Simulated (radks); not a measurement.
**Valence configurations of Mn**

The task here is to estimate one member of a computed series from the others.

Program: radks (a radial shooting solver on a logarithmic mesh, Libxc functionals) version 1. Level of theory: Dirac Kohn-Sham, PBEsol, spin-unpolarised, spherical densities, point nucleus; open shells fill j = l - 1/2 first. These are calculated values, not measurements, unless marked.

## What is computed

```
element       : manganese (Z = 25)
charge        : 0
electrons     : 25
configuration : [Ar] 3d5 4s2
others tried  : 3d5 4s1 4p1; 3d5 4s1.5 4p0.5; 3d4 4s2 4p1; 3d3 4s2 4p2; 3d3 4s1.5 4p2.5; 3d6 4s1; 3d4.5 4s2 4p0.5; 3d7; 3d6 4p1
```

Set-up of the first run:

The run's settings:

```text
Z 25
configuration [Ar] 3d5 4s2
relativity Dirac
functional pbe_sol,pbe_sol
spin unpolarised
j_filling energy
nucleus point
c 137.035999084
```

Steps of the session up to this table: [Ar] 3d5 4s2.

One table of the session follows, with a row left open; its other results are not shown here.

It belongs to the step «[Ar] 3d5 4s2». From the orbitals of this run (lengths in bohr):

```
level     <r>  outermost maximum (interpolated)  90 % within  nodes
2p1/2  0.2452                             0.187        0.403      0
2p3/2       ?                                 ?            ?      ?
3s1/2  0.8522                             0.736         1.28      2
3p1/2  0.8988                             0.747         1.39      1
3p3/2  0.9080                             0.754         1.40      1
3d3/2   1.221                             0.760         2.16      0
3d5/2   1.228                             0.762         2.18      0
4s1/2   3.082                              2.51         4.70      3
```

**Question.** Estimate the row for 2p3/2.

The run gave: <r>: 0.2482; outermost maximum (interpolated): 0.189; 90 % within: 0.407; nodes: 0. In the column «<r>» it lies between 2p1/2 (0.2452) and 3s1/2 (0.8522).
